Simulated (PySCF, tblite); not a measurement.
**C3Cl2NS radical: geometry, infrared bands and EPR parameters**

Wanted: the infrared bands and EPR parameters of C3Cl2NS radical (`Clc1[c]nc(Cl)s1`), by calculation.

Computed with tblite 0.8.0 and PySCF 2.14.0, with density-fitted response routines of our own, on a single molecule in the gas phase. Atoms count from 0, in the outputs and in this text.

## 1. The molecule as given

7 atoms, charge 0, multiplicity 2; geometry from: force field or distance geometry start.

Bonds of the start (Å): Cl0–C1 1.74, C1–C2 1.39, C2–N3 1.29, N3–C4 1.30, C4–Cl5 1.75, C4–S6 1.90, S6–C1 1.79.

## 2. Geometry optimisation with GFN2-xTB

What the job is given:

```
{"job": {"kind": "relax", "xc": "GFN2-xTB", "basis": "xTB"}, "charge": 0, "multiplicity": 2}
Cl    -3.001800     0.297300     0.091600
C     -1.275200     0.076000     0.138200
C     -0.610800    -1.103600     0.433600
N      0.681400    -1.062800     0.414800
C      1.278700     0.063200     0.157600
Cl     3.002700     0.372000     0.073800
S     -0.071500     1.362700    -0.165700
```

Launch:

```console
> OMP_NUM_THREADS=1 python probes_run.py task.json out
```

This one command runs all jobs of the session in turn.

**Question.** This job is followed by: GFN2-xTB harmonic vibrations, gas phase; UKS B3LYP, pcH-1 on C Cl N S, non-relativistic, mean-field spin-orbit, GIAO. What will the session give for the following? strongest single infrared mode (GFN2-xTB); zero-point energy (GFN2-xTB); g(iso) (B3LYP); ⟨S²⟩; largest a(iso); surface potential, 1st and 99th percentile.

As calculated:

```
                                 quantity                 value
strongest single infrared mode (GFN2-xTB)  915 cm⁻¹, 138 km/mol
             zero-point energy (GFN2-xTB)         14.1 kcal/mol
                           g(iso) (B3LYP)               2.00260
                                     ⟨S²⟩    0.758 (exact 0.75)
                           largest a(iso)  13C on C2, 573.4 MHz
    surface potential, 1st and 99th percentile    -1.05 V and 1.09 V
```

What this shows: Over 15 steps the energy fell by 0.395 eV; of the close pairs, C4–S6 changed most, 1.902 to 1.760 Å. All 15 modes are real, so the xTB geometry is a minimum. The strongest single mode, at 915 cm⁻¹, moves mainly C4. Unscaled tight-binding wavenumbers are off by several per cent, some by more. Its intensities can rank the bands wrongly. C2 carries the largest spin population, 0.91 e. The isotropic g lies 0.3 ppt above the free-electron value.
